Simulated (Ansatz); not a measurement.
# AlClFH3O4Si: basis-set convergence

How large a basis does AlClFH3O4Si need? Two functionals are run in growing sets.

Program: Ansatz 0.2.0, Gaussian basis. Level of theory: one geometry, several basis sets. These are calculated values, not measurements.

The runs, in order: PBE0-D4/def2-SVP; ωB97M-V/def2-SVP; PBE0-D4/def2-QZVPP; ωB97M-V/def2-QZVPP; the functionals' def2-TZVPP values are taken from earlier runs.

## (1) The relaxed structure

All runs share one geometry, relaxed beforehand with PBE0-D4 in a triple-zeta def2 set.

SMILES `O[Si](O)(O)[O][Al]([F])[Cl]`, 11 atoms, charge 0, spin multiplicity 1.

Atoms are counted from 1 here; the program's logs count them from 0.

Bond lengths: O1–Si2 1.628 Å, O1–H9 0.958 Å, Si2–O3 1.633 Å, Si2–O4 1.630 Å, Si2–O5 1.617 Å, O3–H10 0.958 Å, O4–H11 0.958 Å, O5–Al6 1.666 Å, Al6–F7 1.636 Å, Al6–Cl8 2.068 Å. Angles: Si2–O1–H9 116.6°, O1–Si2–O3 105.8°, O1–Si2–O4 108.5°, O1–Si2–O5 114.0°, O3–Si2–O4 114.5°, O3–Si2–O5 109.7°, O4–Si2–O5 104.6°, Si2–O3–H10 117.6°, Si2–O4–H11 117.1°, Si2–O5–Al6 151.7°, O5–Al6–F7 118.6°, O5–Al6–Cl8 122.8°, F7–Al6–Cl8 118.5°.

## (2) PBE0-D4 in def2-SVP

in.yaml

```yaml
crystal:
  periodic: [false, false, false]
  atoms:
    - {symbol: O, position_ang: [-0.806670, 1.350403, -1.281311]}
    - {symbol: Si, position_ang: [0.323752, 0.368577, -0.642195]}
    - {symbol: O, position_ang: [1.718439, 1.217741, -0.671194]}
    - {symbol: O, position_ang: [0.355653, -1.014755, -1.503997]}
    - {symbol: O, position_ang: [0.004731, -0.101791, 0.872070]}
    - {symbol: Al, position_ang: [-0.822212, -1.038355, 1.974586]}
    - {symbol: F, position_ang: [-0.048705, -1.515716, 3.334390]}
    - {symbol: Cl, position_ang: [-2.805107, -1.572483, 1.728600]}
    - {symbol: H, position_ang: [-0.658174, 2.292319, -1.188274]}
    - {symbol: H, position_ang: [2.447776, 0.890750, -0.143355]}
    - {symbol: H, position_ang: [0.355916, -0.933788, -2.458523]}
basis:
  gaussian: {orbitals: def2-SVP}
hamiltonian: {xc: pbe0, dispersion: d4}
output: {orbitals: {seedname: orbitals}}
```

The run is started by

```
$ ansatz run in.yaml --threads 2 --pin off --events-out ev --progress --plain --max-ram 32768MiB --backend cpu
```

The runs that follow: ωB97M-V in def2-SVP; PBE0-D4 in def2-QZVPP; ωB97M-V in def2-QZVPP.

Q: Predict the results of all the runs planned. Wanted: PBE0-D4: double and triple zeta above quadruple; ωB97M-V: double and triple zeta above quadruple.

**Answer**, as computed:

| quantity | value |
| --- | --- |
| PBE0-D4: double and triple zeta above quadruple | 25.41, 1.53 eV |
| ωB97M-V: double and triple zeta above quadruple | 25.48, 1.44 eV |

**Reading.** For PBE0-D4 the step from double to triple zeta gains 23.88 eV and the next only 1.53 eV. Total energies overstate the basis error of differences, where much of it tends to cancel. The LUMO of ωB97M-V is positive and keeps falling with the basis (0.96 to 0.32 eV): an unbound level that the basis holds in place.
